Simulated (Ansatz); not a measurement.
**AlBClH₂N: vertical ionisation energy**

An exercise on one series of results from a longer session: the logs are not shown, and one member is left open.

Method: unrestricted cation, the program's frozen cores in correlated methods; program: Ansatz 0.2.0, Gaussian basis.

Plan: UKS PBE-D4/def2-TZVPP; UKS r2SCAN-D4/def2-TZVPP; UKS PBE0-D4/def2-TZVPP; UKS B3LYP-D4/def2-TZVPP; UKS wB97X-V/def2-TZVPP; UKS wB97M-V/def2-TZVPP; UKS B2PLYP/def2-TZVPP; UHF-CCSD(T)/def2-TZVPP; UHF-MP2/def2-QZVPP; extrapolation to the limit; then −ε(HOMO) from the neutral's earlier runs with LDA (SPW92), PBE-D4, revPBE-D4, BLYP-D4, r2SCAN-D4, B97M-V, PBE0-D4, B3LYP-D4, r2SCANh-D4, r2SCAN0-D4, HSE06-D4, BHLYP-D4, CAM-B3LYP-D4, LC-ωPBE, ωB97X-V, ωB97M-V.

## The geometry

The geometry comes from an earlier relaxation with PBE0-D4 in a triple-zeta def2 set; it is a stationary point.

6 atoms, charge 0, spin multiplicity 1.

Atoms are counted from 1 here; the program's logs count them from 0.

Bond lengths: Cl1–Al2 2.088 Å, Al2–B3 1.988 Å, Al2–N4 1.805 Å, B3–N4 1.404 Å, B3–H5 1.191 Å, N4–H6 1.014 Å. Angles: Cl1–Al2–B3 173.4°, Cl1–Al2–N4 130.3°, B3–Al2–N4 43.1°, Al2–B3–N4 61.5°, Al2–B3–H5 164.7°, N4–B3–H5 133.8°, Al2–N4–B3 75.4°, Al2–N4–H6 158.5°, B3–N4–H6 126.1°.

The first run:

Contents of in.yaml:

```yaml
crystal:
  periodic: [false, false, false]
  atoms:
    - {symbol: Cl, position_ang: [-1.337621, -2.747468, 0.602828]}
    - {symbol: Al, position_ang: [-0.300933, -1.114918, -0.183949]}
    - {symbol: B, position_ang: [0.623215, 0.553831, -0.744095]}
    - {symbol: N, position_ang: [-0.060367, 0.545293, 0.481747]}
    - {symbol: H, position_ang: [1.252231, 1.377171, -1.332179]}
    - {symbol: H, position_ang: [-0.134426, 1.322190, 1.129447]}
basis:
  gaussian: {orbitals: def2-TZVPP}
total_charge: 1
magnetization: {spin_polarized: true, initial_magnetization: 1}
hamiltonian: {xc: pbe, dispersion: d4}
```

Run with:

```
ansatz run in.yaml --threads 2 --pin off --events-out ev --progress --plain --max-ram 4352MiB
```

Steps of the session up to this table: Cation, UKS PBE-D4/def2-TZVPP; Cation, UKS r2SCAN-D4/def2-TZVPP; Cation, UKS PBE0-D4/def2-TZVPP; Cation, UKS B3LYP-D4/def2-TZVPP; Cation, UKS wB97X-V/def2-TZVPP; Cation, UKS wB97M-V/def2-TZVPP; Cation, UKS B2PLYP (frozen core)/def2-TZVPP; Cation, UHF-CCSD(T)/def2-TZVPP; Cation, UHF-MP2/def2-QZVPP.

One of the session's tables, all rows but one given; the rest of the session is left out.

Orbital estimates, from the neutral's runs:

```
  functional  −ε(HOMO) (eV)
 LDA (SPW92)              ?
      PBE-D4           5.55
   revPBE-D4           5.50
     BLYP-D4           5.42
   r2SCAN-D4           5.72
      B97M-V           5.75
     PBE0-D4           6.58
    B3LYP-D4           6.41
  r2SCANh-D4           6.10
  r2SCAN0-D4           6.68
    HSE06-D4           6.19
    BHLYP-D4           7.51
CAM-B3LYP-D4           7.84
     LC-ωPBE           9.10
     ωB97X-V           8.79
     ωB97M-V           8.60
```

Q: Estimate the row for LDA (SPW92) from the others.

The run gave: −ε(HOMO) (eV): 5.65. In the column «−ε(HOMO) (eV)» it lies between PBE-D4 (5.55) and r2SCAN-D4 (5.72).
